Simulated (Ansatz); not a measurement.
# C2H2AlF5O: how energies converge with the basis set

One table from this session's results is given with a row withheld; the runs are named, their logs left out.

Computed with Ansatz 0.2.0, Gaussian basis. Level: one geometry, several basis sets.

The runs, in order: PBE0-D4/def2-SVP; ωB97M-V/def2-SVP; PBE0-D4/def2-QZVPP; ωB97M-V/def2-QZVPP; the functionals' def2-TZVPP values are taken from earlier runs.

**Structure used throughout**

An earlier PBE0-D4 in a triple-zeta def2 set relaxation fixed the geometry.

SMILES `[F][Al]([F])[O]CC(F)(F)F`, 11 atoms, charge 0, spin multiplicity 1.

Atoms are counted from 1 here; the program's logs count them from 0.

Bond lengths: F1–Al2 1.637 Å, Al2–F3 1.641 Å, Al2–O4 1.720 Å, O4–C5 1.380 Å, C5–C6 1.519 Å, C5–H10 1.096 Å, C5–H11 1.099 Å, C6–F7 1.313 Å, C6–F8 1.431 Å, C6–F9 1.315 Å. Angles: F1–Al2–F3 118.5°, F1–Al2–O4 118.7°, F3–Al2–O4 119.0°, Al2–O4–C5 117.2°, O4–C5–C6 109.2°, O4–C5–H10 111.6°, O4–C5–H11 113.2°, C6–C5–H10 107.2°, C6–C5–H11 107.0°, H10–C5–H11 108.3°, C5–C6–F7 115.2°, C5–C6–F8 106.3°, C5–C6–F9 114.8°, F7–C6–F8 105.6°, F7–C6–F9 109.4°, F8–C6–F9 104.6°.

Set-up of the first run:

in.yaml

```yaml
crystal:
  periodic: [false, false, false]
  atoms:
    - {symbol: F, position_ang: [0.684387, -2.525448, 1.401180]}
    - {symbol: Al, position_ang: [1.068104, -1.345866, 0.333038]}
    - {symbol: F, position_ang: [2.007124, -1.731466, -0.956057]}
    - {symbol: O, position_ang: [0.988132, 0.293725, 0.847495]}
    - {symbol: C, position_ang: [0.180481, 1.143728, 0.119662]}
    - {symbol: C, position_ang: [-1.078095, 0.402456, -0.297077]}
    - {symbol: F, position_ang: [-1.668568, 0.865591, -1.374336]}
    - {symbol: F, position_ang: [-0.668881, -0.928987, -0.625133]}
    - {symbol: F, position_ang: [-1.969500, 0.249069, 0.657704]}
    - {symbol: H, position_ang: [-0.134233, 2.008869, 0.713808]}
    - {symbol: H, position_ang: [0.656350, 1.511429, -0.799683]}
basis:
  gaussian: {orbitals: def2-SVP}
hamiltonian: {xc: pbe0, dispersion: d4}
output: {orbitals: {seedname: orbitals}}
```

Launch:

```
$ ansatz run in.yaml --threads 2 --pin off --events-out ev --progress --plain --max-ram 32768MiB --backend cpu
```

Steps of the session up to this table: PBE0-D4 in def2-SVP; ωB97M-V in def2-SVP; PBE0-D4 in def2-QZVPP; ωB97M-V in def2-QZVPP.

One of the session's tables, all rows but one given; the rest of the session is left out.

```
functional       basis  HOMO (eV)  LUMO (eV)
   PBE0-D4    def2-SVP      -8.90       0.02
   PBE0-D4  def2-TZVPP      -9.02      -0.21
   PBE0-D4  def2-QZVPP      -9.06      -0.40
   ωB97M-V    def2-SVP          ?          ?
   ωB97M-V  def2-TZVPP     -11.46       1.46
   ωB97M-V  def2-QZVPP     -11.51       0.98
```

Q: Estimate the row for ωB97M-V, def2-SVP from the others.

**Answer.** HOMO (eV): -11.32; LUMO (eV): 1.71. In the column «HOMO (eV)» it lies between ωB97M-V, def2-TZVPP (-11.46) and PBE0-D4, def2-QZVPP (-9.06).
